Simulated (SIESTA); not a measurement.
NaLaMnMoO6, 20 atoms in the cell. Symmetry: P2_1, No. 4, monoclinic system. Conventional cell: a = 5.600 Å, b = 5.617 Å, c = 8.081 Å, α = 90.00°, β = 90.36°, γ = 90.00°. Na (site symmetry 1) is surrounded by 4 O at 2.38 to 2.61 Å. La (site symmetry 1) is surrounded by 8 O at 2.47 to 2.72 Å. Mn (site symmetry 1) is surrounded by 6 O at 2.06 to 2.17 Å. Mo (site symmetry 1) has 5 O at 1.85 to 2.05 Å as nearest neighbours. O (site symmetry 1) has 1 Mo at 1.85 Å and 1 Mn at 2.07 Å as nearest neighbours. O (site symmetry 1) is surrounded by 1 Mo at 1.90 Å and 1 Mn at 2.16 Å. O (site symmetry 1) has 1 Mo at 1.94 Å and 1 Mn at 2.08 Å as nearest neighbours. O (site symmetry 1) has 1 Mo at 2.05 Å and 1 Mn at 2.06 Å as nearest neighbours. The cell was built by a generator and needn't be a form met in nature. The cell isn't the ideal one: relaxed by the run before.

- Program: SIESTA 5.4.2
- Task: atomic charges
- Functional: PBE
- Potentials or basis: PseudoDojo 0.4 standard (PBE files)
- Basis: DZP (energy shift 0.003 Ry; two zetas on semicore shells)
- Grid cutoff: 800 Ry
- Energy shift: 0.003 Ry
- k mesh: 5 × 5 × 4
- Occupations: fermi-dirac, width 0.05 eV
- Spin: collinear spin, ferromagnetic start
- Starting moments: [0.0, 0.0, 0.0, 0.0, 4.0, 4.0, 1.0, 1.0, 0.0, 0.0, 0.0, 0.0, 0.0, 0.0, 0.0, 0.0, 0.0, 0.0, 0.0, 0.0] μB
- MPI ranks: 4

Potentials or basis: PseudoDojo 0.4 standard (PBE files), DZP (energy shift 0.003 Ry; two zetas on semicore shells).

Command:

```bash
$ mpirun -n 4 siesta NaLaMnMoO6.fdf > NaLaMnMoO6.out 2>&1
```

Hardware: 4 MPI ranks on Intel(R) Xeon(R) 6975P-C (Granite Rapids), on a shared host.

Task: Estimate the wall time of this run.

Result: It took 5.4 min on 4 MPI ranks on Intel(R) Xeon(R) 6975P-C (Granite Rapids) (shared host), peak memory 0.67 GiB a rank. Counts: scf iterations 19, k points 53, bands 320.
